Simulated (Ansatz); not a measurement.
# BBr2H2N: harmonic frequencies at the relaxed geometry, by script

At which frequencies does BBr2H2N vibrate? A script is to give harmonic frequencies at the relaxed geometry; the system is BBr2H2N.

Computed with the Python package of Ansatz 0.2.0. Level of theory: PBE/def2-SVP.

**1. The system**

Bond lengths: N1–B2 1.554 Å, B2–Br3 2.027 Å, B2–Br4 1.994 Å, N1–H5 1.017 Å, N1–H6 0.996 Å. Angles: N1–B2–Br3 122.5°, N1–B2–Br4 116.2°, Br3–B2–Br4 121.2°, B2–N1–H5 106.3°, B2–N1–H6 107.4°, H5–N1–H6 113.9°.

The script holds or builds the structure itself.

**2. The code**

File freq_bbr2h2n.py:

```python
"""Harmonic frequencies of BBr2H2N at its relaxed geometry."""

import itertools

import ansatz as az
from ase import Atoms
from ase.data import atomic_numbers, covalent_radii
from ase.thermochemistry import IdealGasThermo
import numpy as np

geometry = (
    az.Crystal.molecule()
    .atom("N", (0.6689, 0.4138, 0.6455))
    .atom("B", (-0.4707, -0.0132, -0.3204))
    .atom("Br", (-2.0021, 1.2199, -0.8124))
    .atom("Br", (-0.326, -1.8428, -1.1002))
    .atom("H", (1.5323, 0.3583, 0.1116))
    .atom("H", (0.6397, -0.1999, 1.4297))
)

setup = geometry.calculation().basis(gaussian="def2-SVP").functional("PBE")
symbols = [site.symbol for site in geometry.cartesian_sites]
start = np.array([site.position_ang for site in geometry.cartesian_sites], dtype=float)
rep = setup.relax(force_tolerance=0.003).run(threads=1).report
end = np.array(rep["positions_ang"])

# pairs closer than 1.2 times the sum of covalent radii, before or after
radius = [covalent_radii[atomic_numbers[s]] for s in symbols]
span = lambda where, i, j: np.linalg.norm(where[i] - where[j])
bonded = [(i, j) for i, j in itertools.combinations(range(len(symbols)), 2) if min(span(start, i, j), span(end, i, j)) < 1.2 * (radius[i] + radius[j])]
print("pair        before    after (A)")
for i, j in bonded:
    print(f"{symbols[i]}{i}-{symbols[j]}{j}".ljust(10), f"{span(start, i, j):8.4f} {span(end, i, j):8.4f}")

# same settings at the minimum
minimum = az.Crystal.molecule()
for symbol, place in zip(symbols, end):
    minimum = minimum.atom(symbol, place.tolist())
vibrating = (
    minimum.calculation()
    .basis(gaussian="def2-SVP")
    .functional("PBE")
    .phonons(temperatures=(298.15, 498.15, 100))
)
vib = vibrating.run(threads=1).report["vibrations"]
sums = vib["harmonic_sums"]
modes = [m["omega_inv_cm"] for m in sums["modes_at_gamma"] if m["rigid_motion"] == "no"]
for number, w in enumerate(modes, start=1):
    print(f"mode {number:2d} {w:9.1f} 1/cm {w / 8065.544 * 1000:8.2f} meV")
print("imaginary modes:", sum(w < 0 for w in modes), " zero-point energy:", round(sums["zero_point_energy_ev"], 4), "eV")
# rigid rotor and ideal gas, symmetry number taken as one
gas = IdealGasThermo(vib_energies=[w / 8065.544 for w in modes if w > 0], geometry="linear" if len(modes) == 3 * len(symbols) - 5 else "nonlinear",
                     atoms=Atoms(symbols, positions=end), symmetrynumber=1, spin=0.0)
print(f"H(298 K) - E = {gas.get_enthalpy(298.15, verbose=False):.4f} eV")
print(f"S(298 K, 1 bar) = {96485.33 * gas.get_entropy(298.15, 1e5, verbose=False):.1f} J/(mol K) with symmetry number 1")
```

**3. The input behind the calls**

The package turns the script's settings into the engine's input (first run):

```yaml
crystal:
  periodic: [false, false, false]
  atoms:
    - { symbol: "N", position_ang: [0.6689, 0.4138, 0.6455] }
    - { symbol: B, position_ang: [-0.4707, -0.0132, -0.3204] }
    - { symbol: Br, position_ang: [-2.0021, 1.2199, -0.8124] }
    - { symbol: Br, position_ang: [-0.326, -1.8428, -1.1002] }
    - { symbol: H, position_ang: [1.5323, 0.3583, 0.1116] }
    - { symbol: H, position_ang: [0.6397, -0.1999, 1.4297] }
basis:
  gaussian:
    orbitals: def2-SVP
hamiltonian:
  xc: pbe
relax:
  f_tol: 0.003
```

**4. Running it**

Run with:

```console
$ python freq_bbr2h2n.py
```

Q: Predict the main results. Wanted: moves of the relaxation of run 1; energy gained in run 1; last largest force component of run 1; highest frequency; imaginary modes; zero-point energy.

**Answer**, as computed:

```
                             quantity        value
                        runs compared            2
     moves of the relaxation of run 1           11
               energy gained in run 1     1.335 eV
last largest force component of run 1  0.0002 eV/Å
                    highest frequency    3619 cm⁻¹
                      imaginary modes            0
                    zero-point energy     0.867 eV
```

What this shows: Run 1: After 11 moves the largest shift is 1.133 Å, of atom 6 (H). So large a move can change the bonding: the results belong to the relaxed structure. All frequencies are real, so the geometry is a minimum. The values are harmonic; measured fundamentals also hold anharmonic shifts, mostly downward for stretches. The frequencies are harmonic and unscaled, in a modest basis. The entropy takes a symmetry number of 1; a symmetric molecule's is lower by R ln(sigma).
